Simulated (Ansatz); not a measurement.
# GaSiO+ (triplet): from Hartree-Fock to the top rungs, cc-pVTZ

One table from this session's results is given with a row withheld; the runs are named, their logs left out.

Computed with Ansatz 0.2.0, Gaussian basis. Level: cc-pVTZ, core rule «outside noble gas», up to 20 orbitals frozen.

To be run: UHF; CCSD(T) on ROHF; CCSD(T) on UHF; BCCD(T) on ROHF; CCSDT(Q) on ROHF; CCSDT(Q) on UHF.

9 further runs of the same task are left out: 4 for a known fault of the program, 5 set aside as unsound or not needed.

**The geometry**

The geometry is a PBE0/def2-TZVP stationary point (not a proven minimum) of the parent state, kept for this charge and spin. No spin-orbit coupling is included. The filled d shell of Ga may be among the frozen orbitals whatever the setting's name suggests; the logs give the count.

3 atoms, charge 1, spin multiplicity 3.

Atoms are counted from 1 here; the program's logs count them from 0.

Bond lengths: O1–Ga2 1.656 Å, Ga2–Si3 2.416 Å. Angles: O1–Ga2–Si3 180.0°.

Set-up of the first run:

File in.yaml:

```yaml
crystal:
  periodic: [false, false, false]
  atoms:
    - {symbol: O, position_ang: [0.000000, 0.000000, -1.909138]}
    - {symbol: Ga, position_ang: [0.000000, 0.000000, -0.253219]}
    - {symbol: Si, position_ang: [0.000000, 0.000000, 2.162356]}
basis:
  gaussian: {orbitals: cc-pVTZ}
total_charge: 1
magnetization: {spin_polarized: true, initial_magnetization: 2}
hamiltonian: {xc: hf}
output: {orbitals: {seedname: orbitals}}
```

Launch:

```
$ ansatz run in.yaml --threads 1 --pin off --events-out ev --progress --plain --max-ram 2816MiB --backend cpu
```

Among the steps run: UHF; CCSD(T) on ROHF; CCSD(T) on UHF; BCCD(T) on ROHF; CCSDT(Q) on ROHF; CCSDT(Q) on UHF.

One table of the session follows, with a row left open; its other results are not shown here.

It belongs to the step «Misses and costs». 

```
   method  from UCCSDT(Q) (meV)
     ROHF               +9509.8
      UHF               +9269.0
     RMP2               +1286.4
     UMP2                     ?
    RCCSD                +407.3
    UCCSD                +399.8
 RCCSD(T)                 +66.3
 UCCSD(T)                 +66.0
  BCCD(T)                 +65.7
   RCCSDT                 +21.4
   UCCSDT                 +19.6
RCCSDT(Q)                  +4.3
UCCSDT(Q)                     0
```

**Question.** Estimate the row for UMP2.

The run gave: from UCCSDT(Q) (meV): +1322.8. In the column «from UCCSDT(Q) (meV)» it lies between RMP2 (+1286.4) and UHF (+9269.0).

Caveats from the session: Restricted and unrestricted rows rest on different reference determinants; where their highest levels disagree by more than a few hundredths of an eV, they describe different states and don't form one ladder.
